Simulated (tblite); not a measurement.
# C7H17O5P (Dimethyl (4-hydroxy)pentyl phosphate): the cost of one run

The runs use tblite 0.8.0 and PySCF 2.14.0, with density-fitted response routines of our own; the level of theory stands in each step. All values are computed, except where a source is named. Atoms are numbered from 0 throughout.

## (1) The starting structure

30 atoms, charge 0, multiplicity 1; geometry from: force field or distance geometry start.

Bonds of the start (Å): C0–O1 1.43, O1–P2 1.67, P2–O3 1.51, P2–O4 1.69, O4–C5 1.38, P2–O6 1.71, O6–C7 1.38, C7–C8 1.52, C8–C9 1.51, C9–C10 1.49, C10–C11 1.51, C10–O12 1.39, C0–H13 1.11, C0–H14 1.10, C0–H15 1.11, C5–H16 1.12, C5–H17 1.12, C5–H18 1.12, C7–H19 1.12, C7–H20 1.12, C8–H21 1.12, C8–H22 1.12, C9–H23 1.13, C9–H24 1.13, C10–H25 1.12, C11–H26 1.12, C11–H27 1.11, C11–H28 1.12, O12–H29 1.00.

## (2) Relaxing the molecule with GFN2-xTB

What the job is given:

```
{"job": {"kind": "relax", "xc": "GFN2-xTB", "basis": "xTB"}, "charge": 0, "multiplicity": 1}
C      3.405000    -2.197200     0.558300
O      2.401500    -1.499700    -0.181700
P      2.480400     0.100000     0.292300
O      3.440000     0.247900     1.448500
O      2.946800     1.079000    -1.008200
C      4.217400     1.559600    -0.753700
O      0.947900     0.623900     0.845100
C      0.000100     0.163200    -0.049400
C     -1.367300     0.615800     0.443500
C     -2.381000     0.099200    -0.554700
C     -3.789600     0.467300    -0.218400
C     -4.190300    -0.090900     1.129100
O     -4.618200    -0.127000    -1.158600
H      4.367700    -1.784700     0.204600
H      3.324000    -3.275500     0.341700
H      3.242300    -1.975100     1.635900
H      4.890800     1.479900    -1.639900
H      4.688200     0.962100     0.070800
H      4.156700     2.621900    -0.419800
H      0.165400     0.554700    -1.083500
H     -0.029700    -0.952800    -0.064600
H     -1.561300     0.187700     1.460200
H     -1.404200     1.733900     0.493300
H     -2.297500    -1.027200    -0.576400
H     -2.120900     0.516000    -1.568500
H     -3.955000     1.567900    -0.286500
H     -3.538400     0.387600     1.909900
H     -4.005800    -1.182300     1.144700
H     -5.267300     0.124100     1.325800
H     -4.165500    -0.950700    -1.511700
```

Command:

```bash
$ OMP_NUM_THREADS=1 python probes_run.py task.json out
```

This one command runs all jobs of the session in turn.

**Question.** How long does this first job take on 1 thread of Intel Xeon Platinum 8259CL at 2.50GHz, shared host, and how much memory does it need?

About 5.2 s, with a peak of 0.19 GiB.
